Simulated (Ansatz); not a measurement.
# C2H7FSi2: a ladder of functionals and wavefunction methods

The task here is to estimate one member of a computed series from the others.

Program: Ansatz 0.2.0, Gaussian basis. Level of theory: functionals in def2-TZVPP, the program's frozen cores in correlated methods. These are calculated values, not measurements.

Levels to be run: PBE-D4, r2SCAN-D4, PBE0-D4, B3LYP-D4, ωB97X-V, ωB97M-V, B2PLYP; CCSD(T)/def2-TZVPP; MP2/def2-QZVPP; extrapolation to the limit.

### Structure used throughout

All runs share one geometry, relaxed beforehand with PBE0-D4 in a triple-zeta def2 set.

SMILES `F[C@H]1C[Si@H]1[SiH3]`, 12 atoms, charge 0, spin multiplicity 1.

Atoms are counted from 1 here; the program's logs count them from 0.

Bond lengths: F1–C2 1.372 Å, C2–C3 1.511 Å, C2–Si4 1.876 Å, C2–H6 1.087 Å, C3–Si4 1.876 Å, C3–H7 1.085 Å, C3–H8 1.087 Å, Si4–Si5 2.318 Å, Si4–H9 1.483 Å, Si5–H10 1.485 Å, Si5–H11 1.487 Å, Si5–H12 1.486 Å. Angles: F1–C2–C3 116.0°, F1–C2–Si4 122.0°, F1–C2–H6 110.7°, C3–C2–Si4 66.2°, C3–C2–H6 116.1°, Si4–C2–H6 119.0°, C2–C3–Si4 66.3°, C2–C3–H7 117.8°, C2–C3–H8 114.0°, Si4–C3–H7 123.1°, Si4–C3–H8 114.5°, H7–C3–H8 113.3°, C2–Si4–C3 47.5°, C2–Si4–Si5 118.4°, C2–Si4–H9 116.0°, C3–Si4–Si5 116.4°, C3–Si4–H9 117.8°, Si5–Si4–H9 120.2° and more.

As a file:

```
F    -1.9795   -0.3425    1.0634
C    -1.5721    0.3258   -0.0638
C    -0.6015    1.4630    0.1546
Si    0.1138    0.0386   -0.8345
Si    1.6127   -1.3380    0.2743
H    -2.4188    0.5364   -0.7129
H    -0.8437    2.4255   -0.2841
H    -0.2274    1.5368    1.1722
H     0.1903    0.1894   -2.3074
H     1.3066   -1.2655    1.7258
H     3.0092   -0.8822    0.0417
H     1.4876   -2.7425   -0.1954
```

Set-up of the first run:

Input file in.yaml:

```yaml
crystal:
  periodic: [false, false, false]
  atoms:
    - {symbol: F, position_ang: [-1.979459, -0.342540, 1.063443]}
    - {symbol: C, position_ang: [-1.572135, 0.325767, -0.063751]}
    - {symbol: C, position_ang: [-0.601489, 1.463030, 0.154567]}
    - {symbol: Si, position_ang: [0.113807, 0.038649, -0.834479]}
    - {symbol: Si, position_ang: [1.612689, -1.337981, 0.274342]}
    - {symbol: H, position_ang: [-2.418770, 0.536449, -0.712872]}
    - {symbol: H, position_ang: [-0.843705, 2.425463, -0.284083]}
    - {symbol: H, position_ang: [-0.227376, 1.536769, 1.172179]}
    - {symbol: H, position_ang: [0.190275, 0.189402, -2.307412]}
    - {symbol: H, position_ang: [1.306603, -1.265455, 1.725824]}
    - {symbol: H, position_ang: [3.009191, -0.882189, 0.041667]}
    - {symbol: H, position_ang: [1.487568, -2.742462, -0.195426]}
basis:
  gaussian: {orbitals: def2-TZVPP}
hamiltonian: {xc: pbe, dispersion: d4}
output: {forces: true, orbitals: {seedname: orbitals}}
```

On the command line:

```bash
$ ansatz run in.yaml --threads 4 --pin off --events-out ev --progress --plain --max-ram 10444MiB
```

Steps of the session up to this table: PBE-D4 (GGA); r2SCAN-D4 (meta-GGA); PBE0-D4 (hybrid); B3LYP-D4 (hybrid); ωB97X-V (range-separated); ωB97M-V (range-separated); B2PLYP (double hybrid); CCSD(T) in def2-TZVPP; MP2 in def2-QZVPP.

One table of the session follows, with a row left open; its other results are not shown here.

It belongs to the step «Atomisation energies». 

| method | atomisation energy (kcal/mol) |
| --- | --- |
| PBE-D4 | 996.8 |
| r2SCAN-D4 | 986.4 |
| PBE0-D4 | ? |
| B3LYP-D4 | 980.2 |
| ωB97X-V | 988.9 |
| ωB97M-V | 984.1 |
| B2PLYP | 968.2 |
| HF/def2-TZVPP | 720.1 |
| MP2/def2-TZVPP | 964.6 |
| CCSD/def2-TZVPP | 942.1 |
| CCSD(T)/def2-TZVPP | 955.9 |
| MP2/CBS | 990.0 |
| CCSD(T)/CBS | 981.3 |

Q: Estimate the row for PBE0-D4 from the others.

As computed: atomisation energy (kcal/mol): 983.2. In the column «atomisation energy (kcal/mol)» it lies between CCSD(T)/CBS (981.3) and ωB97M-V (984.1).
